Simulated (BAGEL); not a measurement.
# AlBrF (SMILES [F][Al][Br]): ROHF/STO-3G (density fitting with svp-jkfit)

Aim: the energy difference between two shapes of AlBrF at ROHF/STO-3G (density fitting with svp-jkfit), from 2 runs. 

Program for the calculation: BAGEL 1.2.2.

12 further runs of the same task are left out: 7 for a known fault of the program, 3 that didn't finish, 2 set aside as unsound or not needed.

### 1 The molecule

AlBrF: 3 atoms, total charge 0, spin state doublet. As SMILES, `[F][Al][Br]`. Geometry: relaxed at PBE0-D4/def2-TZVP.

Bond lengths: F1–Al2 1.648 Å, Al2–Br3 2.266 Å. Angles: F1–Al2–Br3 118.9°.

### 2 A single-point energy at ROHF/STO-3G (density fitting with svp-jkfit)

Input file hf.json:

```json
{ "bagel": [

{
  "title": "molecule",
  "basis": "sto-3g",
  "df_basis": "svp-jkfit",
  "angstrom": "true",
  "geometry": [
    { "atom": "F", "xyz": [   -1.120000,    1.016600,   -0.510500 ] },
    { "atom": "Al", "xyz": [   -0.440000,   -0.468200,   -0.288800 ] },
    { "atom": "Br", "xyz": [    1.549000,   -0.613200,    0.786200 ] }
  ]
},
{
  "title": "rohf",
  "nopen": 1
},
{
  "title": "print",
  "file": "orbitals.molden",
  "orbitals": "true"
}

]}
```

Run with:

```
$ BAGEL_NUM_THREADS=1 BAGEL hf.json > hf.out
```

Standard output:

```text
* using 1 threads per process

  ===============================================================
  ===============================================================

  *** Geometry ***

  { "atom" : "F", "xyz" : [     -2.116493,      1.921096,     -0.964705 ] },
  { "atom" : "Al", "xyz" : [     -0.831479,     -0.884770,     -0.545753 ] },
  { "atom" : "Br", "xyz" : [      2.927186,     -1.158780,      1.485703 ] },

  Number of auxiliary basis functions:      471

  Since a DF basis is specified, we compute 2- and 3-index integrals:
    o Being stored without compression. Storage requirement is 0.004 GB

  Number of basis functions:       32
  Number of electrons      :       57

    * METHOD: MOLECULE                             0.14

  *** Open-shell HF ***

  === Nuclear Repulsion ===
   193.0809175193

      * DIIS with orbital gradients will be used.

  === ROHF iteration (sto-3g) ===
      0      -2881.68402308          0.02571946           0.06
      1      -2881.77151561          0.00803600           0.05
      2      -2881.77964733          0.00245889           0.05
      3      -2881.78108209          0.00100126           0.05
      4      -2881.78166913          0.00015518           0.05
      5      -2881.78179288          0.00004785           0.05
      6      -2881.78180236          0.00001254           0.05
      7      -2881.78180169          0.00000281           0.05
      8      -2881.78180222          0.00000084           0.05
      9      -2881.78180231          0.00000022           0.05
     10      -2881.78180232          0.00000003           0.05
     11      -2881.78180231          0.00000001           0.05
    * SCF iteration converged.

    * S^2 (ROHF) is 0.7500

    * Permanent dipole moment:
           (    1.119951,     0.593056,     0.673854) a.u.

    * METHOD: ROHF                                 0.71

    * METHOD: PRINT                                0.00

  ===============================================================
```

Wall time 1.2 s (1 thread of Intel Xeon Platinum 8488C (Sapphire Rapids), shared host); peak memory 0.14 GiB.

### 3 The distorted shape at the same level

Input file calc.json:

```json
{ "bagel" : [

{
  "title" : "molecule",
  "basis" : "sto-3g",
  "df_basis" : "svp-jkfit",
  "angstrom" : "true",
  "geometry" : [
    { "atom" : "F", "xyz" : [   -1.191389,    0.878467,   -0.572914 ] },
    { "atom" : "Al", "xyz" : [   -0.373045,   -0.584104,   -0.352979 ] },
    { "atom" : "Br", "xyz" : [    1.418585,   -0.525306,    0.826277 ] }
  ]
},
{
  "title" : "rohf",
  "nopen" : 1
},
{
  "title" : "print",
  "file" : "orbitals.molden",
  "orbitals" : "true"
}

]}
```

Run with:

```
$ BAGEL_NUM_THREADS=1 BAGEL calc.json > calc.out
```

Standard output:

```text
* using 1 threads per process

  ===============================================================
  ===============================================================

  *** Geometry ***

  { "atom" : "F", "xyz" : [     -2.251399,      1.660062,     -1.082651 ] },
  { "atom" : "Al", "xyz" : [     -0.704953,     -1.103797,     -0.667034 ] },
  { "atom" : "Br", "xyz" : [      2.680737,     -0.992684,      1.561437 ] },

  Number of auxiliary basis functions:      471

  Since a DF basis is specified, we compute 2- and 3-index integrals:
    o Being stored without compression. Storage requirement is 0.004 GB

  Number of basis functions:       32
  Number of electrons      :       57

    * METHOD: MOLECULE                             0.14

  *** Open-shell HF ***

  === Nuclear Repulsion ===
   199.7046500630

      * DIIS with orbital gradients will be used.

  === ROHF iteration (sto-3g) ===
      0      -2881.67749010          0.02594079           0.05
      1      -2881.76761137          0.00811890           0.05
      2      -2881.77605764          0.00247288           0.05
      3      -2881.77746269          0.00099571           0.05
      4      -2881.77798044          0.00013652           0.05
      5      -2881.77807791          0.00004892           0.05
      6      -2881.77808360          0.00001299           0.05
      7      -2881.77808323          0.00000268           0.05
      8      -2881.77808369          0.00000071           0.05
      9      -2881.77808376          0.00000014           0.05
     10      -2881.77808377          0.00000003           0.05
     11      -2881.77808377          0.00000001           0.05
    * SCF iteration converged.

    * S^2 (ROHF) is 0.7500

    * Permanent dipole moment:
           (    0.786773,     0.783537,     0.679989) a.u.

    * METHOD: ROHF                                 0.70

    * METHOD: PRINT                                0.00

  ===============================================================
```

It took 1.2 s on 1 thread of Intel Xeon Platinum 8488C (Sapphire Rapids), shared host; peak memory 0.14 GiB.

### 4 Results

At ROHF/STO-3G (density fitting with svp-jkfit):

| quantity | value |
| --- | --- |
| first shape: total energy | -2881.78180 Eh |
| first shape: dipole moment | 3.65 D |
| first shape: ⟨S²⟩ | 0.750 |
| distorted shape: total energy | -2881.77808 Eh |
| distorted shape: dipole moment | 3.31 D |
| distorted shape: ⟨S²⟩ | 0.750 |
| energy change with the atoms displaced | 0.101 eV |

What this shows: With the atoms displaced the energy rises by 0.10 eV (2.3 kcal/mol). The first shape isn't relaxed at this level, so the change isn't measured from a minimum. The minimal basis adds a large error of its own.
